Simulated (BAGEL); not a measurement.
# Si2H4F2 (SMILES F[SiH2][SiH2]F): B3LYP/6-31G(d) (density fitting with qzvpp-jkfit, spherical functions)

What is the energy change on altering one bond length of Si2H4F2 at B3LYP/6-31G* (density fitting with qzvpp-jkfit, spherical functions)? 

The results are computed with BAGEL 1.2.2.

1 further run of the same task is left out (set aside as unsound or not needed). Runs told in other sessions of the task aren't counted.

## 1. The system as given

The species is Si2H4F2 (8 atoms), meant as a singlet with charge 0. As SMILES, `F[SiH2][SiH2]F`. Geometry: relaxed at PBE0-D4/def2-TZVP. This is one conformer, not always the lowest.

Bond lengths: F1–Si2 1.605 Å, Si2–Si3 2.350 Å, Si3–F4 1.605 Å, Si2–H5 1.485 Å, Si2–H6 1.487 Å, Si3–H7 1.487 Å, Si3–H8 1.485 Å. Some angles: F1–Si2–Si3 110.4°, Si2–Si3–F4 110.4°, F1–Si2–H5 108.0°, F1–Si2–H6 108.1°, Si3–Si2–H5 111.7°, Si3–Si2–H6 109.2°, Si2–Si3–H7 109.2°, Si2–Si3–H8 111.7°, F4–Si3–H7 108.1°, F4–Si3–H8 108.0°.

## 2. The energy at B3LYP/6-31G(d) (density fitting with qzvpp-jkfit, spherical functions)

File input.json:

```json
{ "bagel" : [

{
  "title" : "molecule",
  "basis" : "6-31gs.json",
  "df_basis" : "qzvpp-jkfit",
  "angstrom" : true,
  "geometry" : [
    { "atom" : "F", "xyz" : [   -1.934800,    1.205800,   -0.274500 ] },
    { "atom" : "Si", "xyz" : [   -0.357800,    1.128100,    0.012400 ] },
    { "atom" : "Si", "xyz" : [    0.358600,   -1.109600,    0.044100 ] },
    { "atom" : "F", "xyz" : [    0.281000,   -1.742000,   -1.428800 ] },
    { "atom" : "H", "xyz" : [    0.340100,    1.914200,   -1.037000 ] },
    { "atom" : "H", "xyz" : [   -0.099800,    1.743700,    1.341600 ] },
    { "atom" : "H", "xyz" : [    1.774800,   -1.164000,    0.495400 ] },
    { "atom" : "H", "xyz" : [   -0.477100,   -1.941900,    0.946800 ] }
  ]
},
{ "title" : "ks", "xc_func" : "b3lyp" },
{ "title" : "print", "file" : "orbitals.molden", "orbitals" : true }

]}
```

The basis set 6-31G* is read from a file made from the Basis Set Exchange's data (not shown).

Launch:

```console
BAGEL_NUM_THREADS=1 BAGEL input.json > input.out
```

Log:

```text
* using 1 threads per process

  ===============================================================
  ===============================================================

  *** Geometry ***

  { "atom" : "F", "xyz" : [     -3.656242,      2.278632,     -0.518730 ] },
  { "atom" : "Si", "xyz" : [     -0.676144,      2.131800,      0.023433 ] },
  { "atom" : "Si", "xyz" : [      0.677656,     -2.096840,      0.083337 ] },
  { "atom" : "F", "xyz" : [      0.531013,     -3.291903,     -2.700041 ] },
  { "atom" : "H", "xyz" : [      0.642696,      3.617314,     -1.959646 ] },
  { "atom" : "H", "xyz" : [     -0.188595,      3.295115,      2.535257 ] },
  { "atom" : "H", "xyz" : [      3.353886,     -2.199641,      0.936170 ] },
  { "atom" : "H", "xyz" : [     -0.901588,     -3.669659,      1.789193 ] },

  Number of auxiliary basis functions:      482

  Since a DF basis is specified, we compute 2- and 3-index integrals:
    o Being stored without compression. Storage requirement is 0.020 GB

  Number of basis functions:       72
  Number of electrons      :       50

    * METHOD: MOLECULE                             0.25

  *** Kohn-Sham DFT ***

    * Removing 13410 points whose weight is below 1.00e-10
    * Grid points: 105838

  === Nuclear Repulsion ===
   221.6050319839

       - DIIS with orbital gradients will be used.

  === KS iteration (b3lyp / 6-31gs.json) ===
      0       -756.24691677          0.12843660           0.39
      1       -728.43442304          0.11574371           0.38
      2       -744.53989421          0.15137401           0.38
      3       -769.62023945          0.12834321           0.37
      4       -773.06687393          0.11789555           0.38
      5       -773.94386319          0.11380168           0.38
      6       -774.07607013          0.11335897           0.38
      7       -729.20771883          0.17805589           0.38
      8       -779.82206683          0.05215255           0.37
      9       -780.86146644          0.02457242           0.37
     10       -781.10305112          0.01224375           0.36
     11       -781.16428303          0.00259891           0.37
     12       -781.16636985          0.00179143           0.36
     13       -781.16748558          0.00053220           0.36
     14       -781.16759983          0.00004776           0.37
     15       -781.16760097          0.00000526           0.36
     16       -781.16760098          0.00000136           0.36
     17       -781.16760099          0.00000043           0.37
     18       -781.16760099          0.00000012           0.37
     19       -781.16760099          0.00000006           0.36
     20       -781.16760099          0.00000003           0.37
     21       -781.16760099          0.00000000           0.37
    * SCF iteration converged.

    * Permanent dipole moment:
           (   -0.472558,    -0.158484,    -0.502792) a.u.

    * METHOD: KS                                   8.66

    * METHOD: PRINT                                0.01

  ===============================================================
```

Wall time 9.3 s (1 thread of Arm Neoverse V1, shared host); peak memory 0.39 GiB.

## 3. The distorted shape at the same level

File input.json:

```json
{ "bagel" : [

{
  "title" : "molecule",
  "basis" : "6-31gs.json",
  "df_basis" : "qzvpp-jkfit",
  "angstrom" : "true",
  "geometry" : [
    { "atom" : "F", "xyz" : [      -1.809470,       1.330620,      -0.409878 ] },
    { "atom" : "Si", "xyz" : [      -0.232470,       1.252920,      -0.122978 ] },
    { "atom" : "Si", "xyz" : [       0.483930,      -0.984780,      -0.091278 ] },
    { "atom" : "F", "xyz" : [       0.406330,      -1.617180,      -1.564178 ] },
    { "atom" : "H", "xyz" : [       0.465430,       2.039020,      -1.172378 ] },
    { "atom" : "H", "xyz" : [       0.025530,       1.868520,       1.206222 ] },
    { "atom" : "H", "xyz" : [       1.900130,      -1.039180,       0.360022 ] },
    { "atom" : "H", "xyz" : [      -0.477100,      -1.941900,       0.946800 ] }
  ]
},

{ "title" : "ks", "xc_func" : "b3lyp", "charge" : 0 },

{ "title" : "print", "file" : "orbitals.molden", "orbitals" : "true" }

]}
```

The basis set 6-31G* is read from a file made from the Basis Set Exchange's data (not shown).

Launch:

```console
BAGEL_NUM_THREADS=1 BAGEL input.json > input.out
```

Log:

```text
* using 1 threads per process

  ===============================================================
  ===============================================================

  *** Geometry ***

  { "atom" : "F", "xyz" : [     -3.419403,      2.514507,     -0.774557 ] },
  { "atom" : "Si", "xyz" : [     -0.439305,      2.367676,     -0.232395 ] },
  { "atom" : "Si", "xyz" : [      0.914495,     -1.860964,     -0.172490 ] },
  { "atom" : "F", "xyz" : [      0.767852,     -3.056027,     -2.955868 ] },
  { "atom" : "H", "xyz" : [      0.879535,      3.853189,     -2.215473 ] },
  { "atom" : "H", "xyz" : [      0.048245,      3.530991,      2.279429 ] },
  { "atom" : "H", "xyz" : [      3.590725,     -1.963766,      0.680343 ] },
  { "atom" : "H", "xyz" : [     -0.901588,     -3.669659,      1.789193 ] },

  Number of auxiliary basis functions:      482

  Since a DF basis is specified, we compute 2- and 3-index integrals:
    o Being stored without compression. Storage requirement is 0.020 GB

  Number of basis functions:       72
  Number of electrons      :       50

    * METHOD: MOLECULE                             0.25

  *** Kohn-Sham DFT ***

    * Removing 13217 points whose weight is below 1.00e-10
    * Grid points: 106031

  === Nuclear Repulsion ===
   220.6509893425

       - DIIS with orbital gradients will be used.

  === KS iteration (b3lyp / 6-31gs.json) ===
      0       -756.11110516          0.12821859           0.39
      1       -729.25846698          0.12189890           0.38
      2       -741.49636857          0.16276958           0.37
      3       -767.02058044          0.13582939           0.37
      4       -773.32468210          0.10669602           0.37
      5       -776.88981419          0.09161736           0.37
      6       -776.97069086          0.09084992           0.37
      7       -745.13240157          0.18162928           0.37
      8       -780.89087605          0.02264328           0.37
      9       -781.04590833          0.01397114           0.37
     10       -781.15035110          0.00371454           0.37
     11       -781.15483267          0.00157851           0.37
     12       -781.15570679          0.00066389           0.37
     13       -781.15587300          0.00005765           0.37
     14       -781.15587438          0.00001641           0.37
     15       -781.15587449          0.00000800           0.37
     16       -781.15587453          0.00000228           0.38
     17       -781.15587453          0.00000111           0.37
     18       -781.15587453          0.00000017           0.37
     19       -781.15587453          0.00000006           0.37
     20       -781.15587453          0.00000001           0.36
     21       -781.15587453          0.00000000           0.36
    * SCF iteration converged.

    * Permanent dipole moment:
           (   -0.550812,    -0.267849,    -0.412457) a.u.

    * METHOD: KS                                   8.67

    * METHOD: PRINT                                0.01

  ===============================================================
```

It took 9.3 s on 1 thread of Arm Neoverse V1, shared host; peak memory 0.39 GiB.

## 4. Results

At B3LYP/6-31G* (density fitting with qzvpp-jkfit, spherical functions):

| quantity | value |
| --- | --- |
| first shape: total energy | -781.16760 Eh |
| first shape: dipole moment | 1.80 D |
| first shape: HOMO energy | -8.02 eV |
| first shape: LUMO energy | -0.73 eV |
| first shape: HOMO–LUMO gap | 7.29 eV |
| distorted shape: total energy | -781.15587 Eh |
| distorted shape: dipole moment | 1.88 D |
| distorted shape: HOMO energy | -8.05 eV |
| distorted shape: LUMO energy | -0.81 eV |
| distorted shape: HOMO–LUMO gap | 7.24 eV |
| energy change with the Si3–H8 bond stretched from 1.485 to 1.708 Å | 0.319 eV |

What this shows: With the Si3–H8 bond stretched from 1.485 to 1.708 Å the energy rises by 0.32 eV (7.4 kcal/mol). The first shape isn't relaxed at this level, so the change isn't measured from a minimum.
